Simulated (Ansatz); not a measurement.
**Silicon, simple cubic under PBEsol: from relaxation to bulk modulus**

Aim: take silicon in the simple cubic structure, relax it, solve it on a dense k-mesh, then scale the cell to 7 volumes from 88 to 112 % of the relaxed one and try a fit of the equation of state. Spin polarisation is left out. The k-meshes are 12×12×12 for the relaxation; 20×20×20 for the dense run; 14×14×14 for the volumes.

This is Si in the simple cubic structure; at room conditions it is diamond.

Program: Ansatz 0.2.0. Level of theory: DFT PBEsol, plane waves (420 eV) with PAW, scalar-relativistic; PAW files made under PBE, frozen cores solved again for the functional. These are calculated values, not measurements.

## Step 1: Starting point

It takes space group Pm-3m (No. 221, cubic). Conventional cell: a = 2.531 Å, b = 2.531 Å, c = 2.531 Å, α = 90.00°, β = 90.00°, γ = 90.00°. Si (site symmetry m-3m) is surrounded by 6 Si at 2.53 Å.

Structure file:

```
Si
1.0
     2.53117    0.00000    0.00000
     0.00000    2.53117    0.00000
     0.00000    0.00000    2.53117
Si
1
Direct
  0.00000 0.00000 0.00000
```

## Step 2: Relaxation of the cell

The input, input.yaml:

```yaml
crystal:
  lattice:
    - [2.5311671355, 0.0, 0.0]
    - [0.0, 2.5311671355, 0.0]
    - [0.0, 0.0, 2.5311671355]
  atoms:
    - { symbol: Si, position: [0.0, 0.0, 0.0] }
hamiltonian:
  xc: pbesol
  pseudopotentials:
    kind: paw
    azcp:
      Si: "pseudopotentials/Si.paw.azcp"
basis:
  ecutwfc: 420
  fft_grid_basis: typed
kpoints:
  mp_grid: { grid: [12, 12, 12], shift: [0, 0, 0] }
magnetization:
  spin_polarized: false
scf:
  occupations: { method: fermi_dirac, width: 0.1 }
relax:
  max_steps: 60
  f_tol: 0.01
  cell: {}
output:
  write_density: true
  write_potential: true
  elf: true
  volumetric_format: npy
```

After this run come: Single point on a dense mesh; The cell scaled to 88 % of its volume; The cell scaled to 92 % of its volume; The cell scaled to 96 % of its volume; The cell scaled to 100 % of its volume; The cell scaled to 104 % of its volume; The cell scaled to 108 % of its volume; The cell scaled to 112 % of its volume.

What does the calculation give? Wanted: space group; conventional cell; volume; shortest distance; gap on the mesh; relative to diamond; V₀, B₀, B₀′.

As calculated:

| quantity | value |
| --- | --- |
| space group (spins left aside) | Pm-3m (No. 221) |
| conventional cell | a = 2.511 Å |
| volume | 15.828 Å³/atom |
| shortest distance | 2.511 Å |
| gap on the mesh | none (levels filled in part) |
| relative to diamond | +259 meV/atom |
| V₀, B₀, B₀′ | 15.888 Å³/atom, 109 GPa, 4.3 |

What this shows: The relaxation shrank the cell by 2.4 % in volume. Against the reference form of silicon (diamond, computed apart with the same settings) it stands 259 meV/atom higher, so it is far from stable. Levels at the Fermi energy are filled in part, as in a metal. The fitted modulus is 109 GPa. The symmetry was held, so the structure may be unstable against distortions that break it.
